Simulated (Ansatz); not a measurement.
Runs of Ansatz 0.2.0 on Ta3N. Symmetry: P-3m1, No. 164, trigonal system. The conventional cell has a = 3.032 Å, b = 3.032 Å, c = 7.524 Å, α = 90.00°, β = 90.00°, γ = 120.00°. Ta (site symmetry 3m) has 3 N at 2.19 Å as nearest neighbours. Ta (site symmetry -3m) has 12 Ta at 3.01 to 3.03 Å as nearest neighbours. Around N (site symmetry -3m) lie 6 Ta at 2.19 Å. The cell comes from a database or a generator and needn't be the stable form of this composition.

```csv
task,level,cell,k mesh,points for each segment of the path,mesh quality,gap on the mesh (eV),pressure (GPa),relaxed volume (Å³/atom),largest force (eV/Å)
relaxation of cell and atoms,PBE0,relaxed,6 × 6 × 2,-,coarse,none,0.0,14.76,-
relaxation of cell and atoms,HSE06,relaxed,6 × 6 × 2,-,coarse,none,0.0,14.73,-
band structure,HSE06,as given,8 × 8 × 4,4,not flagged,none,(b),-,0.34
single point,PBE0,as given,8 × 8 × 4,-,not flagged,none,(a),-,0.25
```

Alike in all rows: potentials or basis Ansatz PAW; no spin polarisation; cutoff (eV) 420; smearing fermi-dirac 0.05 eV.

Fill in the values left out.

(a) -4.1; (b) -4.7.

Caveats: some runs use coarse meshes; the PAW data sets come from PBE, with cores solved anew for the run's functional, which leaves a small shift of forces and pressure; the plane-wave basis is chosen anew once the cell has moved, so the energies of steps on either side of that aren't comparable (some runs); the thresholds are loose for stress (some runs); spin-orbit coupling is left out, which moves the levels of the heavy elements (some runs).

A k mesh can miss the band edges, and the runs leave out spin-orbit coupling on Ta.

A gap of «none» marks a metal or a gap under the smearing width.
